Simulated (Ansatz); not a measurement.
# CHIOSi (SMILES O=C=[SiH]I): single points off equilibrium

An exercise on one series of results from a longer session: the logs are not shown, and one member is left open.

The runs use Ansatz 0.2.0, Gaussian basis; single points in def2-TZVPP.

Correlated methods freeze the cores. Filled d shells of the heavier atoms are correlated. Core potentials replace the inner electrons past krypton, and spin-orbit coupling is left out.

## Starting geometry

SMILES `O=C=[SiH]I`, 5 atoms, charge 0, spin multiplicity 1.

Atoms are counted from 1 here; the program's logs count them from 0.

Bond lengths: O1–C2 1.205 Å, C2–Si3 1.826 Å, Si3–I4 2.493 Å, Si3–H5 1.506 Å. Angles: O1–C2–Si3 143.8°, C2–Si3–I4 103.2°, C2–Si3–H5 105.7°, I4–Si3–H5 104.5°.

Geometry (Å):

```
O    -0.27540   -1.69540    1.53130
C    -0.01930   -0.97490    0.60000
Si    0.24060    0.76450    0.11070
I    -1.49750    1.13070   -1.63900
H     1.54340    0.78560   -0.64360
```

The first run:

File run/in.yaml:

```yaml
crystal:
  periodic: [false, false, false]
  atoms:
    - {symbol: O, position_ang: [-0.275400, -1.695400, 1.531300]}
    - {symbol: C, position_ang: [-0.019300, -0.974900, 0.600000]}
    - {symbol: Si, position_ang: [0.240600, 0.764500, 0.110700]}
    - {symbol: I, position_ang: [-1.497500, 1.130700, -1.639000]}
    - {symbol: H, position_ang: [1.543400, 0.785600, -0.643600]}
basis:
  gaussian: {orbitals: def2-TZVPP}
correlation: {method: ccsd_t}
output: {forces: true}
```

The command line of these runs was not kept.

Among the steps run: CCSD(T)/def2-TZVPP; PBE0-D4/def2-TZVPP; wB97M-V/def2-TZVPP; r2SCAN-D4/def2-TZVPP; PBE-D4/def2-TZVPP; r2SCANh-D4/def2-TZVPP; revPBE-D4/def2-TZVPP.

One table of the session follows, with a row left open; its other results are not shown here.

```
    method  RMS force component (eV/Å)  angle to CCSD(T) forces (°)  dipole (D)
   CCSD(T)                       1.816                    reference        1.11
   PBE0-D4                       2.200                          5.6        1.04
   wB97M-V                       2.367                          4.0        1.21
 r2SCAN-D4                       1.873                          5.0        0.96
    PBE-D4                       1.533                          4.9        0.88
r2SCANh-D4                       2.092                          5.6        1.01
 revPBE-D4                           ?                            ?           ?
```

**Question.** Estimate the row for revPBE-D4.

As computed: RMS force component (eV/Å): 1.466; angle to CCSD(T) forces (°): 5.3; dipole (D): 0.87. In the column «RMS force component (eV/Å)» it is the lowest.
